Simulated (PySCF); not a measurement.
# ReF3: structure of the quintet

Aim: relax ReF3 as a quintet from a PBE0 minimum start, check by its vibrations whether the end is a minimum, and collect its spectrum and constants.

The runs use PySCF 2.14.0; PBE0, basis Re def2-SVP with ECP60, F def2-SVP, scalar-relativistic core potentials, no spin–orbit coupling, density fitting.

### 1 The starting structure

4 atoms, charge 0, spin multiplicity 5.

Bond lengths: Re1–F2 1.885 Å, Re1–F3 1.881 Å, Re1–F4 1.881 Å. Angles: F2–Re1–F3 137.8°, F2–Re1–F4 137.8°, F3–Re1–F4 84.4°.

```xyz
4
charge 0 multiplicity 5
Re    0.0700    0.0000    0.0000
F     1.9552    0.0001    0.0000
F    -1.3236    1.2628    0.0000
F    -1.3235   -1.2629    0.0000
```

### 2 Finding the electronic state

The steps below are one call of a driver around PySCF. For each, scf.py gives the equivalent set-up of the SCF; relaxations use the driver's own optimiser. After this first run the driver tries any further starts and a stability analysis.

The input, scf.py:

```python
from pyscf import gto, scf, dft
mol = gto.M(atom='''
Re     0.070006     0.000002     0.000000
F      1.955185     0.000058     0.000000
F     -1.323562     1.262843    -0.000000
F     -1.323487    -1.262922    -0.000000''',
    basis={'Re': 'def2-SVP', 'F': 'def2-SVP'},
    ecp={'Re': 'def2-SVP'},
    charge=0, spin=4)
mf = dft.UKS(mol, xc='PBE0')
mf.grids.atom_grid = (50, 194)
aux = {'Re': 'def2-universal-JKFIT', 'F': 'def2-universal-JKFIT'}
mf = mf.density_fit(auxbasis=aux)
mf.conv_tol = 1e-08
mf.diis_space = 10
mf.max_cycle = 60
mf.init_guess = 'minao'
mf.verbose = 4
mf.kernel()
```

Launch:

```
> OMP_NUM_THREADS=2 python axn.py task.json out
```

The runs that follow: PBE0 minimum start, quintet: relaxation; Hessian and properties.

Q: Predict the outcome of this session. Wanted: minimum; geometry; wavenumbers; dipole moment; highest occupied, lowest empty level; polar-tensor charge of Re1; zero-point energy; atomisation energy; ⟨S²⟩.

As calculated:

| quantity | value |
| --- | --- |
| minimum | quintet, C2v |
| geometry | Re–F 1.881 Å (×2), Re–F 1.885 Å; F–Re–F 84.4°, F–Re–F 137.8° (×2) |
| wavenumbers (cm⁻¹) | 114 (b2), 165 (b1), 275 (a1), 655 (b2), 672 (a1), 708 (a1) |
| dipole moment | 1.50 D |
| highest occupied, lowest empty level (either spin) | -7.20, -3.82 eV |
| polar-tensor charge of Re1 | +1.69 e |
| zero-point energy | 15.5 kJ/mol |
| entropy at 298.15 K | 327.7 J/(mol K) |
| atomisation energy (no zero-point energy) | 1353 kJ/mol |
| ⟨S²⟩ | 6.010 |

**Reading.** The PBE0 minimum start keeps its C2v symmetry and ends in a minimum. In the infrared the band at 708 cm⁻¹ (a1, stretch) leads. Most of the spin sits on Re1 (Mulliken spin 3.74, against 4 for the whole molecule). Only this shape and spin were tried, so other structures or states may lie lower. Open d and f shells are described by one determinant, and the ground state may have another occupation or spin. Spin–orbit coupling, left out here, can matter for elements this heavy.
